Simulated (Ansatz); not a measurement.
# Si2C3: a trial structure relaxed

Aim: relax a trial structure of Si2C3 and see where it ends.

Computed with Ansatz 0.2.0 (DFT PBE, scalar-relativistic, plane waves, PAW, unless a step's input says otherwise).

**1. The starting structure**

Symmetry: P-6m2, No. 187, hexagonal system. The conventional cell has a = 2.674 Å, b = 2.674 Å, c = 22.233 Å, α = 90.00°, β = 90.00°, γ = 120.00°. Si (site symmetry 3m) is surrounded by 6 Si at 2.67 Å and 6 C at 2.71 Å. Around Si (site symmetry -6m2) lie 6 Si at 2.67 Å and 6 C at 2.71 Å. Around C (site symmetry 3m) lie 9 C at 2.67 to 2.71 Å and 3 Si at 2.71 Å. Around C (site symmetry 3m) lie 6 C at 2.67 Å and 6 Si at 2.71 Å.

As a file:

```
CELL_PARAMETERS angstrom
2.67398 0.00000 0.00000
-1.33699 2.31574 0.00000
0.00000 0.00000 22.23251
ATOMIC_POSITIONS crystal
Si 0.66667 0.33333 0.80000
Si 0.66667 0.33333 0.00000
Si 0.66667 0.33333 0.20000
Si 0.33333 0.66667 0.50000
C 0.66667 0.33333 0.40000
C 0.66667 0.33333 0.60000
C 0.33333 0.66667 0.70000
C 0.33333 0.66667 0.90000
C 0.33333 0.66667 0.10000
C 0.33333 0.66667 0.30000
```

The start is an ordering of an alloy on its end members' structure types: elements ordered on the sites of the Pd type, Si/C on Pd (P-6m2, No. 187).

**2. Probe: one point on a coarse mesh**

The input, input.yaml:

```yaml
crystal:
  lattice:
    - [2.67398086, 0.0, 0.0]
    - [-1.33699043, 2.31573536, 0.0]
    - [0.0, 0.0, 22.23250845]
  atoms:
    - { symbol: Si, position: [0.66666667, 0.33333333, 0.8] }
    - { symbol: Si, position: [0.66666667, 0.33333333, 0.0] }
    - { symbol: Si, position: [0.66666667, 0.33333333, 0.2] }
    - { symbol: Si, position: [0.33333333, 0.66666667, 0.5] }
    - { symbol: C, position: [0.66666667, 0.33333333, 0.4] }
    - { symbol: C, position: [0.66666667, 0.33333333, 0.6] }
    - { symbol: C, position: [0.33333333, 0.66666667, 0.7] }
    - { symbol: C, position: [0.33333333, 0.66666667, 0.9] }
    - { symbol: C, position: [0.33333333, 0.66666667, 0.1] }
    - { symbol: C, position: [0.33333333, 0.66666667, 0.3] }
basis:
  ecutwfc: 420
kpoints:
  mp_grid: { grid: [6, 6, 1] }
hamiltonian:
  xc: pbe
scf:
  occupations: { method: gaussian, width: 0.1 }
  lower_state_search: "off"
output:
  forces: true
  stress: true
  eigenvalues: true
```

Run with:

```bash
$ ansatz run input.yaml --threads 1 --pin off --max-ram 2560MiB --backend cpu --events-out ev --progress --plain --runs-dir out
```

The session goes on with these runs: spin check on a coarse mesh; a loose first relaxation; another rough relaxation; relaxation on the finer mesh.

What does the calculation give? Wanted: conventional cell; volume; energy over the elements; gap on the mesh.

**Answer**, as computed:

| quantity | value |
| --- | --- |
| symmetry at the end (tolerance 0.05 Å) | space group P-6m2 (No. 187) |
| conventional cell | a = 2.767 Å, b = 2.767 Å, c = 13.933 Å, α = 90.00°, β = 90.00°, γ = 120.00° |
| volume | 9.24 Å³/atom |
| energy over the elements | +0.73 eV/atom |
| gap on the mesh | none (metal) |

What this shows: The space group P-6m2 (No. 187) is kept, and the volume per atom shrinks by 32.9 % from the first guess. With a positive formation energy it can't be a ground state. No finished test with a distortion of lower symmetry is shown, so the end may be a saddle point. Other magnetic orders were not searched.
